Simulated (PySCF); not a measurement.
# HgO: bond curves at several levels of theory

What are the lowest state that PBE0 finds, the bond length, vibrational wavenumber and bond energy of HgO, and how much do these hang on the method?

Computed with PySCF 2.14.0. Level: Hg def2-SVPD with ECP60, O def2-SVPD, scalar-relativistic core potentials.

**1. Input**

The job is set up so:

```yaml
atoms: Hg, O
charge: 0
basis: Hg def2-SVPD with ECP60, O def2-SVPD
Hamiltonian: scalar-relativistic core potentials
basis_functions: 58
electrons_treated: 28
masses_in_u: 201.9706, 15.9949
levels: PBE0, PBE, r²SCAN, BHandHLYP, r²SCANh, revPBE, LC-ωPBE, HF, MP2, SCS-MP2
grid: 80 radial by 434 angular points
occupations: held fixed by the projection of orbital angular momentum
dissociation_limit: Hg + O, each in its ground configuration
starting_distance_in_angstrom: 1.975
values_of_2S_to_try: 0, 2
```

Launch:

```bash
$ OMP_NUM_THREADS=1 python dia.py task.json out
```

Further steps of the session: The PBE0 curve of the state that the search chose; Higher solutions at PBE0; PBE; r²SCAN (meta-GGA); BHandHLYP; r²SCANh (hybrid meta-GGA); revPBE; LC-ωPBE; ROHF.

What does the calculation give? Wanted: for each run, Re; ωe; De; μ.

As calculated:

Lowest PBE0 solution found, without spin–orbit coupling: ³Π (triplet), unpaired electrons σ ↑, π ↑. State 2 has its PBE0 minimum 0.39 eV higher, as a spin-mixed determinant (⟨S²⟩ = 1.01), so this is no gap between pure states. The other levels ran on the lowest alone.

```
    level  Re (Å)  ωe (cm⁻¹)  De (eV)  μ (D)
      PBE   2.237      284.0     0.63  -2.19
   revPBE   2.280      255.0    0.464  -2.22
   r²SCAN   2.198        308     0.58  -2.10
  r²SCANh   2.205      296.1    0.470  -2.09
     PBE0   2.242      262.2    0.355  -2.14
BHandHLYP   2.372      146.4    0.094  -1.72
  LC-ωPBE   2.133        372    0.435  -2.65
```

De is counted to Hg + O in their ground configurations. A positive dipole means Hg(−)O(+). No constants: ROHF (no minimum is bracketed among the points kept); ROHF-MP2 (no minimum is bracketed among the points kept); ROHF-SCS-MP2 (no minimum is bracketed among the points kept).

What this shows: Bond lengths run from 2.133 Å (LC-ωPBE) to 2.372 Å (BHandHLYP). Of the levels with a De here, BHandHLYP gives the least (0.094 eV) and PBE the most (0.63 eV).

Correlated steps freeze 1 core orbital. These are scalar-relativistic numbers at best; spin–orbit coupling would shift them, the dissociation energy most. With spin–orbit coupling the term label itself may not hold.
